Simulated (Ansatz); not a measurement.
# Bi: an axial (c/a) deformation path

An exercise on one series of results from a longer session: the logs are not shown, and one member is left open.

Computed with Ansatz 0.2.0 (DFT PBEsol, scalar-relativistic, plane waves, PAW, unless a step's input says otherwise).

## The structure to begin with

Symmetry: R-3m, No. 166, trigonal system. Conventional cell: a = 4.546 Å, b = 4.546 Å, c = 11.862 Å, α = 90.00°, β = 90.00°, γ = 120.00°. Around Bi (site symmetry 3m) lie 6 Bi at 3.07 to 3.53 Å.

As a file:

```
CELL_PARAMETERS angstrom
2.27300 1.31232 3.95400
-2.27300 1.31232 3.95400
0.00000 -2.62463 3.95400
ATOMIC_POSITIONS crystal
Bi 0.23389 0.23389 0.23389
Bi 0.76611 0.76611 0.76611
```

No relaxation comes first: the listed cell is the starting point.

## Zero of energy

Reference values: F = -24483.9964 eV; pressure -0.62 GPa; largest force 0.123 eV/Å; gap on the mesh none (metal). It was computed beforehand with the settings of the runs below.

Set-up of the first run:

At fixed volume and fractional coordinates, lengths along (0.000, 0.000, 1.000) are scaled against those across it; ρ is that ratio over its starting value.

File input.yaml:

```yaml
crystal:
  lattice:
    - [2.3995311878, 1.3853699772, 3.5479918655]
    - [-2.3995311878, 1.3853699772, 3.5479918655]
    - [0.0, -2.7707399544, 3.5479918655]
  atoms:
    - { symbol: Bi, position: [0.23389, 0.23389, 0.23389] }
    - { symbol: Bi, position: [0.76611, 0.76611, 0.76611] }
basis:
  ecutwfc: 420
kpoints:
  mp_grid: { grid: [12, 12, 12] }
hamiltonian:
  xc: pbesol
scf:
  occupations: { method: gaussian, width: 0.15 }
output:
  forces: true
  stress: true
  eigenvalues: true
```

On the command line:

```console
$ ansatz run input.yaml --threads 1 --pin off --max-ram 2560MiB --backend cpu --events-out ev --progress --plain --runs-dir out
```

Among the steps run: At ρ = 0.850; At ρ = 1.200; Point ρ = 0.920; ρ = 1.100; ρ = 0.960; ρ = 1.050; Point ρ = 0.800; At ρ = 1.300.

One of the session's tables, all rows but one given; the rest of the session is left out.

The scan, with free energies counted from the undisturbed cell:

| ρ | ΔE (meV/atom) | pressure (GPa) |
| --- | --- | --- |
| 0.800 | 81.1 | -2.0 |
| 0.850 | ? | ? |
| 0.920 | 15.8 | -1.1 |
| 0.960 | 4.3 | -0.8 |
| 1.000 | 0.0 | -0.6 |
| 1.050 | 3.8 | -0.4 |
| 1.100 | 15.6 | -0.2 |
| 1.200 | 51.8 | -0.2 |
| 1.300 | 96.0 | -0.5 |

**Question.** Estimate the row for ρ = 0.850.

Worked estimate for «ΔE (meV/atom)». A straight line through the neighbours (0.800, 81.1) and (0.920, 15.8) gives 81.1 + (15.8 − 81.1) × (0.850 − 0.800) / (0.920 − 0.800) = 53.9; a parabola fitted to 3 rows on both sides gives 48.3.

As computed: ΔE (meV/atom): 51.4; pressure (GPa): -1.6. In «ΔE (meV/atom)» the line misses by +2.5 and the parabola by -3.1.
